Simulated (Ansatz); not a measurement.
Ta3N:

```
Ta N
1.0
     3.03222    0.00000    0.00000
    -1.51611    2.62598    0.00000
     0.00000    0.00000    7.52414
Ta N
3 1
Direct
  0.66667 0.33333 0.82607
  0.33333 0.66667 0.17393
  0.00000 0.00000 0.50000
  0.00000 0.00000 0.00000
```

The cell comes from a database or a generator and needn't be the stable form of this composition.

```yaml
Program: Ansatz 0.2.0
Task: relaxation of cell and atoms
Functional: PBEsol
Potentials_or_basis: Ansatz PAW
Cutoff: "420 eV (not typed: the program's choice for these potentials)"
k_mesh: 10 × 10 × 4
Occupations: fermi-dirac, width 0.05 eV
Spin: no spin polarisation
Hubbard_terms: Ta d U = 6 eV
```

At the start: volume 14.98 Å³/atom.

Question: Where does the relaxation end?

Answer: It ends after 5 steps and the volume is 14.89 Å³/atom (-0.6 %); space group P-3m1 (No. 164, to 0.05 Å).

The path:
| step | energy change (eV) | largest force (eV/Å) | volume (Å³) |
| --- | --- | --- | --- |
| 1 | 0.0000 | 0.3188 | 59.91 |
| 2 | -0.0220 | 0.0333 | 59.49 |
| 3 | -0.0227 | 0.0157 | 59.54 |
| 4 | -0.0227 | 0.0001 | 59.55 |
| 5 | -0.0225 | 0.0002 | 59.55 |

Final structure:
```
Ta N
1.0
     2.99592    0.00000    0.00000
    -1.49796    2.59455    0.00000
     0.00000    0.00000    7.66158
Ta N
3 1
Direct
  0.66667 0.33333 0.82617
  0.33333 0.66667 0.17383
  0.00000 0.00000 0.50000
  0.00000 0.00000 0.00000
```

Caveat: the plane-wave basis is chosen anew once the cell has moved, so the energies of steps on either side of that aren't comparable; U without spin polarisation on a metal has little footing; the PAW data sets come from PBE, with cores solved anew for the run's functional, which leaves a small shift of forces and pressure.
